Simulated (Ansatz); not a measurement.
# CH₄BFN₂: a ladder of functionals and wavefunction methods

The task here is to estimate one member of a computed series from the others.

Computed with Ansatz 0.2.0, Gaussian basis. Level: functionals in def2-TZVPP, the program's frozen cores in correlated methods.

Levels to be run: LDA (SPW92), PBE-D4, revPBE-D4, BLYP-D4, r2SCAN-D4, B97M-V, PBE0-D4, B3LYP-D4, r2SCANh-D4, r2SCAN0-D4, HSE06-D4, BHLYP-D4, CAM-B3LYP-D4, LC-ωPBE, ωB97X-V, ωB97M-V, B2PLYP, PBE-QIDH; CCSD(T)/def2-SVP; CCSD(T)/def2-TZVPP; MP2/def2-QZVPP; extrapolation to the limit; RPA on PBE.

## Structure used throughout

An earlier PBE0-D4 in a triple-zeta def2 set relaxation fixed the geometry.

SMILES `NC1(F)BN1`, 9 atoms, charge 0, spin multiplicity 1.

Atoms are counted from 1 here; the program's logs count them from 0.

Bond lengths: N1–C2 1.406 Å, N1–H6 1.015 Å, N1–H7 1.011 Å, C2–F3 1.404 Å, C2–B4 1.547 Å, C2–N5 1.419 Å, B4–N5 1.354 Å, B4–H8 1.182 Å, N5–H9 1.006 Å. Angles: C2–N1–H6 111.4°, C2–N1–H7 110.7°, H6–N1–H7 108.1°, N1–C2–F3 111.5°, N1–C2–B4 127.4°, N1–C2–N5 119.9°, F3–C2–B4 118.3°, F3–C2–N5 112.0°, B4–C2–N5 54.1°, C2–B4–N5 58.1°, C2–B4–H8 157.1°, N5–B4–H8 144.7°, C2–N5–B4 67.8°, C2–N5–H9 136.1°, B4–N5–H9 156.1°.

Set-up of the first run:

File in.yaml:

```yaml
crystal:
  periodic: [false, false, false]
  atoms:
    - {symbol: N, position_ang: [-0.576130, 0.299234, 1.221242]}
    - {symbol: C, position_ang: [0.281224, 0.087261, 0.127668]}
    - {symbol: F, position_ang: [1.458049, 0.843929, 0.243215]}
    - {symbol: B, position_ang: [0.267718, -1.102899, -0.859964]}
    - {symbol: N, position_ang: [-0.237835, 0.108357, -1.192813]}
    - {symbol: H, position_ang: [-0.678552, 1.287775, 1.425663]}
    - {symbol: H, position_ang: [-0.218720, -0.157938, 2.049039]}
    - {symbol: H, position_ang: [0.477926, -2.199896, -1.245780]}
    - {symbol: H, position_ang: [-0.685179, 0.787875, -1.785371]}
basis:
  gaussian: {orbitals: def2-TZVPP}
hamiltonian: {xc: lda}
output: {orbitals: {seedname: orbitals}}
```

The run is started by

```console
ansatz run in.yaml --threads 2 --pin off --events-out ev --progress --plain --max-ram 4352MiB
```

Steps of the session up to this table: LDA; PBE-D4 (GGA); revPBE-D4 (GGA); BLYP-D4 (GGA); r2SCAN-D4 (meta-GGA); B97M-V (meta-GGA); B3LYP-D4 (hybrid); r2SCANh-D4 (hybrid); r2SCAN0-D4 (hybrid); HSE06-D4 (hybrid); BHLYP-D4 (hybrid); CAM-B3LYP-D4 (range-separated); LC-ωPBE (range-separated); ωB97X-V (range-separated); ωB97M-V (range-separated); B2PLYP (double hybrid); PBE-QIDH (double hybrid).

One of the session's tables, all rows but one given; the rest of the session is left out.

It belongs to the step «Orbital energies across the functionals». 

```
  functional  HOMO (eV)  gap (eV)
 LDA (SPW92)      -6.28      4.92
      PBE-D4      -6.11      5.02
   revPBE-D4          ?         ?
     BLYP-D4      -6.00      5.03
   r2SCAN-D4      -6.44      5.72
      B97M-V      -6.60      5.85
     PBE0-D4      -7.69      7.60
    B3LYP-D4      -7.42      7.08
  r2SCANh-D4      -7.04      6.66
  r2SCAN0-D4      -7.93      8.06
    HSE06-D4      -7.28      6.81
    BHLYP-D4      -9.19     10.07
CAM-B3LYP-D4      -9.17     10.15
     LC-ωPBE     -10.58     12.78
     ωB97X-V     -10.21     12.29
     ωB97M-V     -10.13     11.93
```

**Question.** Estimate the row for revPBE-D4.

**Answer.** HOMO (eV): -6.04; gap (eV): 5.06. In the column «HOMO (eV)» it lies between PBE-D4 (-6.11) and BLYP-D4 (-6.00).
